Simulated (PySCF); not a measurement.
# IH2: a ladder of methods

Aim: at the PBE0 minimum of doublet IH2, found before, compare methods on energies and levels.

Computed with PySCF 2.14.0. Level: several methods, basis I def2-TZVP with ECP28, H def2-TZVP, scalar-relativistic core potentials, no spin–orbit coupling, density fitting.

## 1. The starting structure

3 atoms, charge 0, spin multiplicity 2.

Bond lengths: I1–H2 1.792 Å, I1–H3 1.792 Å. Angles: H2–I1–H3 154.6°.

Coordinates in bohr (charge 0 multiplicity 2):
```
I     0.0000    0.0116    0.0000
H     0.0000   -0.7330    3.3035
H     0.0000   -0.7330   -3.3035
```

## 2. PBE0

One driver script runs all steps and calls PySCF; scf.py shows the equivalent input of each level. Each SCF starts from the density of the minimum. The driver also runs the species with one electron less or more at the same geometry (cation multiplicity 1, anion multiplicity 1); their logs are not shown.

File scf.py:

```python
from pyscf import gto, scf, dft
mol = gto.M(atom='''
I     -0.000000     0.006161    -0.000000
H      0.000000    -0.387866     1.748133
H      0.000000    -0.387866    -1.748133''',
    basis={'I': 'def2-TZVP', 'H': 'def2-TZVP'},
    ecp={'I': 'def2-TZVP'},
    charge=0, spin=1)
mf = dft.UKS(mol, xc='PBE0')
mf.grids.atom_grid = (99, 590)
aux = {'I': 'def2-universal-JKFIT', 'H': 'def2-universal-JKFIT'}
mf = mf.density_fit(auxbasis=aux)
mf.kernel()
```

## 3. CCSD(T)

scf.py, as its differences from that of step 2:

```diff
@@ -9,2 +9 @@
-mf = dft.UKS(mol, xc='PBE0')
-mf.grids.atom_grid = (99, 590)
+mf = scf.UHF(mol)
@@ -13,0 +13,3 @@
+from pyscf import cc
+mycc = cc.CCSD(mf, frozen=4).run()
+mycc.ccsd_t()
```

## 4. HF

scf.py, as its differences from that of step 3:

```diff
@@ -13,3 +12,0 @@
-from pyscf import cc
-mycc = cc.CCSD(mf, frozen=4).run()
-mycc.ccsd_t()
```

## 5. PBE

scf.py, as its differences from that of step 4:

```diff
@@ -9 +9,2 @@
-mf = scf.UHF(mol)
+mf = dft.UKS(mol, xc='PBE')
+mf.grids.atom_grid = (99, 590)
```

## 6. r2SCAN

scf.py, as its differences from that of step 5:

```diff
@@ -9 +9 @@
-mf = dft.UKS(mol, xc='PBE')
+mf = dft.UKS(mol, xc='R2SCAN')
```

## 7. B3LYP

scf.py, as its differences from that of step 6:

```diff
@@ -9 +9 @@
-mf = dft.UKS(mol, xc='R2SCAN')
+mf = dft.UKS(mol, xc='B3LYP')
```

## 8. TPSSh

scf.py, as its differences from that of step 7:

```diff
@@ -9 +9 @@
-mf = dft.UKS(mol, xc='B3LYP')
+mf = dft.UKS(mol, xc='TPSSH')
```

## 9. MP2

scf.py, as its differences from that of step 8:

```diff
@@ -9,2 +9 @@
-mf = dft.UKS(mol, xc='TPSSH')
-mf.grids.atom_grid = (99, 590)
+mf = scf.UHF(mol)
@@ -13,0 +13,2 @@
+from pyscf.mp import dfump2
+dfump2.DFUMP2(mf, frozen=4).kernel()  # the driver gives MP2 a fitting basis of its own (RI)
```

## 10. LC-wPBE

scf.py, as its differences from that of step 9:

```diff
@@ -9 +9,2 @@
-mf = scf.UHF(mol)
+mf = dft.UKS(mol, xc='LC_WPBE')
+mf.grids.atom_grid = (99, 590)
@@ -13,2 +13,0 @@
-from pyscf.mp import dfump2
-dfump2.DFUMP2(mf, frozen=4).kernel()  # the driver gives MP2 a fitting basis of its own (RI)
```

## 11. BP86

scf.py, as its differences from that of step 10:

```diff
@@ -9 +9 @@
-mf = dft.UKS(mol, xc='LC_WPBE')
+mf = dft.UKS(mol, xc='B88,P86')
```

(Steps that only read results are left out.)

What does the calculation give? Wanted: atomisation energy, CCSD(T) in this basis; vertical ionisation energy, CCSD(T); vertical electron affinity, CCSD(T); gap, range; T1, D1; T1, D1 of the cation; T1, D1 of the anion.

The runs gave:

```
                                 quantity                         value
atomisation energy, CCSD(T) in this basis                    284 kJ/mol
      vertical ionisation energy, CCSD(T)                       8.96 eV
      vertical electron affinity, CCSD(T)                       0.97 eV
                               gap, range  1.43 (BP86) to 10.47 (HF) eV
                                   T1, D1                  0.016, 0.072
                     T1, D1 of the cation                  0.009, 0.026
                      T1, D1 of the anion                  0.014, 0.048
```

In words: The functionals' atomisation energies stand +4 kJ/mol (LC-wPBE) to +69 kJ/mol (BP86) from CCSD(T); part of that is the slow basis convergence of CCSD(T), which would bind more at its limit. HF lacks the correlation that pairing electrons in bonds brings, so it binds too weakly, by 138 kJ/mol even against this CCSD(T). Against CCSD(T), the vertical ionisation energy is best met by MP2 (+0.03 eV) and worst by r2SCAN (+0.40 eV). Against CCSD(T), the vertical electron affinity is best met by MP2 (-0.00 eV) and worst by HF (-0.84 eV). The PBE orbital energy is a poor guide to ionisation (5.7 eV, 3.3 eV too small); the difference of PBE energies gives 9.1 eV. Without diffuse functions electron affinities tend to come out too low. A two-component treatment could change these values noticeably.
